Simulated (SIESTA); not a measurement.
Bi2S:

```
CELL_PARAMETERS angstrom
7.52570 0.00000 0.00000
0.00000 11.88472 0.00000
-1.06267 0.00000 4.03064
ATOMIC_POSITIONS crystal
Bi 0.37465 0.62089 0.20283
Bi 0.62535 0.12089 0.29717
Bi 0.62535 0.37911 0.79717
Bi 0.37465 0.87911 0.70283
Bi 0.00905 0.65255 0.53723
Bi 0.99095 0.15255 0.96277
Bi 0.99095 0.34745 0.46277
Bi 0.00905 0.84745 0.03723
S 0.34694 0.10034 0.67514
S 0.65306 0.60034 0.82486
S 0.65306 0.89966 0.32486
S 0.34694 0.39966 0.17514
```

The cell comes from a database or a generator and needn't be the stable form of this composition.

```yaml
Program: SIESTA 5.4.2
Task: single point
Functional: PBE
Potentials_or_basis: PseudoDojo 0.4 standard (PBE files)
Basis: DZP (energy shift 0.003 Ry; two zetas on semicore shells)
Grid_cutoff: 500 Ry
Energy_shift: 0.003 Ry
k_mesh: 4 × 3 × 7
Occupations: fermi-dirac, width 0.05 eV
Spin: no spin polarisation
```

On this cell: pressure 1.3 GPa; largest force 0.363 eV/Å; band gap on the k mesh none (metal or under the smearing width).

The same run follows on a disturbed copy (atoms moved at random, drawn with an rms of 0.05 Å):

```
Bi S
1.0
     7.52570    0.00000    0.00000
     0.00000   11.88472    0.00000
    -1.06267    0.00000    4.03064
Bi S
8 4
Direct
  0.37149 0.62039 0.20139
  0.62137 0.11987 0.28997
  0.64067 0.38001 0.80946
  0.37200 0.87899 0.70002
  0.01187 0.64925 0.54081
  0.99199 0.15705 0.95942
  0.98638 0.34690 0.44119
  0.01375 0.84889 0.03427
  0.35035 0.10217 0.67511
  0.65298 0.60518 0.81977
  0.66082 0.89616 0.32963
  0.34125 0.40044 0.16262
```

Task: What does the disturbed cell give?

Result: The energy (extrapolated to zero smearing) moves by +6.3 meV/atom; pressure 1.2 GPa; largest force 0.915 eV/Å; band gap on the k mesh none (metal or under the smearing width).

Forces on the atoms (eV/Å):
```
Bi   0.100  0.074 -0.038
Bi   0.188 -0.005  0.143
Bi  -0.484  0.072 -0.212
Bi   0.127 -0.202 -0.029
Bi  -0.166 -0.123 -0.178
Bi   0.088 -0.747 -0.141
Bi   0.374  0.702  0.452
Bi  -0.268  0.245  0.014
S   -0.221  0.032 -0.120
S    0.202 -0.068  0.107
S    0.024  0.151 -0.004
S    0.035 -0.131  0.007
```

Stress tensor (GPa, compression positive):
```
 0.85 -0.01  0.14
-0.01  1.22  0.28
 0.14  0.28  1.49
```

Caveats: spin-orbit coupling is left out, which moves the levels of the heavy elements; the basis of atomic orbitals isn't converged, which shifts pressures, moduli and gaps.
